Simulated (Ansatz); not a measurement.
# F₃H₃O₃Si₂: vertical ionisation energy

An exercise on one series of results from a longer session: the logs are not shown, and one member is left open.

Program: Ansatz 0.2.0, Gaussian basis. Level of theory: unrestricted cation, the program's frozen cores in correlated methods. These are calculated values, not measurements.

Plan: UKS PBE-D4/def2-TZVPP; UKS r2SCAN-D4/def2-TZVPP; UKS PBE0-D4/def2-TZVPP; UKS B3LYP-D4/def2-TZVPP; UKS wB97X-V/def2-TZVPP; UKS wB97M-V/def2-TZVPP; UKS B2PLYP/def2-TZVPP; UHF-CCSD(T)/def2-TZVPP; UHF-MP2/def2-QZVPP; extrapolation to the limit; then −ε(HOMO) from the neutral's earlier runs with LDA (SPW92), PBE-D4, revPBE-D4, BLYP-D4, r2SCAN-D4, B97M-V, PBE0-D4, B3LYP-D4, r2SCANh-D4, r2SCAN0-D4, HSE06-D4, BHLYP-D4, CAM-B3LYP-D4, LC-ωPBE, ωB97X-V, ωB97M-V.

## The geometry

The geometry comes from an earlier relaxation with PBE0-D4 in a triple-zeta def2 set; it is a stationary point, not always the lowest conformer.

SMILES `O[SiH](O)O[Si](F)(F)F`, 11 atoms, charge 0, spin multiplicity 1.

Atoms are counted from 1 here; the program's logs count them from 0.

Bond lengths: O1–Si2 1.626 Å, O1–H9 0.959 Å, Si2–O3 1.632 Å, Si2–O4 1.636 Å, Si2–H10 1.469 Å, O3–H11 0.958 Å, O4–Si5 1.591 Å, Si5–F6 1.569 Å, Si5–F7 1.569 Å, Si5–F8 1.571 Å. Angles: Si2–O1–H9 119.3°, O1–Si2–O3 113.7°, O1–Si2–O4 110.9°, O1–Si2–H10 105.5°, O3–Si2–O4 103.7°, O3–Si2–H10 113.4°, O4–Si2–H10 109.7°, Si2–O3–H11 119.0°, Si2–O4–Si5 147.1°, O4–Si5–F6 109.4°, O4–Si5–F7 112.0°, O4–Si5–F8 111.4°, F6–Si5–F7 108.0°, F6–Si5–F8 107.8°, F7–Si5–F8 108.1°.

Set-up of the first run:

in.yaml reads:

```yaml
crystal:
  periodic: [false, false, false]
  atoms:
    - {symbol: O, position_ang: [0.026391, -1.204443, 2.062658]}
    - {symbol: Si, position_ang: [0.770100, -0.428346, 0.843162]}
    - {symbol: O, position_ang: [1.116369, -1.386865, -0.432018]}
    - {symbol: O, position_ang: [-0.200770, 0.724647, 0.207977]}
    - {symbol: Si, position_ang: [-0.919610, 1.299377, -1.090137]}
    - {symbol: F, position_ang: [-1.674393, 2.625024, -0.725033]}
    - {symbol: F, position_ang: [0.104263, 1.624578, -2.233806]}
    - {symbol: F, position_ang: [-1.977122, 0.284300, -1.655184]}
    - {symbol: H, position_ang: [-0.812530, -1.639272, 1.900317]}
    - {symbol: H, position_ang: [1.957512, 0.197029, 1.441236]}
    - {symbol: H, position_ang: [1.675388, -2.153030, -0.298573]}
basis:
  gaussian: {orbitals: def2-TZVPP}
total_charge: 1
magnetization: {spin_polarized: true, initial_magnetization: 1}
hamiltonian: {xc: pbe, dispersion: d4}
```

Among the steps run: Cation, UKS PBE-D4/def2-TZVPP; Cation, UKS r2SCAN-D4/def2-TZVPP; Cation, UKS PBE0-D4/def2-TZVPP; Cation, UKS B3LYP-D4/def2-TZVPP; Cation, UKS wB97X-V/def2-TZVPP; Cation, UKS wB97M-V/def2-TZVPP; Cation, UKS B2PLYP (frozen core)/def2-TZVPP; Cation, UHF-CCSD(T)/def2-TZVPP; Cation, UHF-MP2/def2-QZVPP.

One table of the session follows, with a row left open; its other results are not shown here.

It belongs to the step «Ionisation energies side by side». Orbital estimates, from the neutral's runs:

```
  functional  −ε(HOMO) (eV)
 LDA (SPW92)           8.16
      PBE-D4              ?
   revPBE-D4           7.86
     BLYP-D4           7.84
   r2SCAN-D4           8.35
      B97M-V           8.45
     PBE0-D4           9.71
    B3LYP-D4           9.43
  r2SCANh-D4           9.01
  r2SCAN0-D4          10.00
    HSE06-D4           9.29
    BHLYP-D4          11.36
CAM-B3LYP-D4          11.23
     LC-ωPBE          12.61
     ωB97X-V          12.25
     ωB97M-V          12.16
```

Q: Estimate the row for PBE-D4 from the others.

As computed: −ε(HOMO) (eV): 7.94. In the column «−ε(HOMO) (eV)» it lies between revPBE-D4 (7.86) and LDA (SPW92) (8.16).

Caveats from the session: The cation may have settled in a state other than its lowest; no search over hole states beyond the program's own was made.
